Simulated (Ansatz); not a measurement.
**C2H5AlBClO: a ladder of functionals and wavefunction methods**

The task here is to estimate one member of a computed series from the others.

Computed with Ansatz 0.2.0, Gaussian basis. Level: functionals in def2-TZVPP, the program's frozen cores in correlated methods.

The runs, in order: PBE-D4, r2SCAN-D4, PBE0-D4, B3LYP-D4, ωB97X-V, ωB97M-V, B2PLYP; CCSD(T)/def2-TZVPP; MP2/def2-QZVPP; extrapolation to the limit.

## The relaxed structure

All runs share one geometry, relaxed beforehand with PBE0-D4 in a triple-zeta def2 set.

SMILES `OB/[C]([AlH2])=C\Cl`, 11 atoms, charge 0, spin multiplicity 1.

Atoms are counted from 1 here; the program's logs count them from 0.

Bond lengths: O1–B2 1.357 Å, O1–H7 0.960 Å, B2–C3 1.548 Å, B2–H8 1.202 Å, C3–Al4 1.947 Å, C3–C5 1.332 Å, Al4–H9 1.583 Å, Al4–H10 1.589 Å, C5–Cl6 1.739 Å, C5–H11 1.086 Å. Angles: B2–O1–H7 113.2°, O1–B2–C3 117.4°, O1–B2–H8 119.9°, C3–B2–H8 122.6°, B2–C3–Al4 123.1°, B2–C3–C5 123.9°, Al4–C3–C5 113.0°, C3–Al4–H9 122.0°, C3–Al4–H10 116.1°, H9–Al4–H10 121.9°, C3–C5–Cl6 124.7°, C3–C5–H11 125.4°, Cl6–C5–H11 109.8°.

The first run:

in.yaml reads:

```yaml
crystal:
  periodic: [false, false, false]
  atoms:
    - {symbol: O, position_ang: [-2.197567, -0.167106, 0.034766]}
    - {symbol: B, position_ang: [-1.154508, 0.700793, 0.061617]}
    - {symbol: C, position_ang: [0.272362, 0.100732, 0.084237]}
    - {symbol: Al, position_ang: [0.815861, -1.390173, -1.043052]}
    - {symbol: C, position_ang: [1.248982, 0.534164, 0.879520]}
    - {symbol: Cl, position_ang: [1.075409, 1.794337, 2.065590]}
    - {symbol: H, position_ang: [-3.051779, 0.268880, -0.003741]}
    - {symbol: H, position_ang: [-1.358934, 1.884460, 0.013710]}
    - {symbol: H, position_ang: [-0.147862, -2.009765, -2.135416]}
    - {symbol: H, position_ang: [2.301229, -1.915689, -0.839981]}
    - {symbol: H, position_ang: [2.262108, 0.142466, 0.903450]}
basis:
  gaussian: {orbitals: def2-TZVPP}
hamiltonian: {xc: pbe, dispersion: d4}
output: {forces: true, orbitals: {seedname: orbitals}}
```

Command:

```bash
ansatz run in.yaml --threads 4 --pin off --events-out ev --progress --plain --max-ram 10444MiB
```

Steps of the session up to this table: PBE-D4 (GGA); r2SCAN-D4 (meta-GGA); PBE0-D4 (hybrid); B3LYP-D4 (hybrid); ωB97X-V (range-separated); ωB97M-V (range-separated); B2PLYP (double hybrid); CCSD(T) in def2-TZVPP; MP2 in def2-QZVPP.

One of the session's tables, all rows but one given; the rest of the session is left out.

It belongs to the step «Atomisation energies». 

| method | atomisation energy (kJ/mol) |
| --- | --- |
| PBE-D4 | 4186.7 |
| r2SCAN-D4 | 4120.9 |
| PBE0-D4 | 4104.7 |
| B3LYP-D4 | 4083.0 |
| ωB97X-V | ? |
| ωB97M-V | 4105.2 |
| B2PLYP | 4044.2 |
| HF/def2-TZVPP | 3005.7 |
| MP2/def2-TZVPP | 4081.7 |
| CCSD/def2-TZVPP | 3900.9 |
| CCSD(T)/def2-TZVPP | 3973.5 |
| MP2/CBS | 4186.6 |
| CCSD(T)/CBS | 4078.4 |

Q: Estimate the row for ωB97X-V from the others.

As computed: atomisation energy (kJ/mol): 4091.4. In the column «atomisation energy (kJ/mol)» it lies between B3LYP-D4 (4083.0) and PBE0-D4 (4104.7).

Caveats from the session: Free atoms (1 O, 1 B, 2 C, 1 Al, 1 Cl, 5 H) were run apart at each level; the atomisation energy is their sum less the molecule, without zero-point or spin-orbit terms.
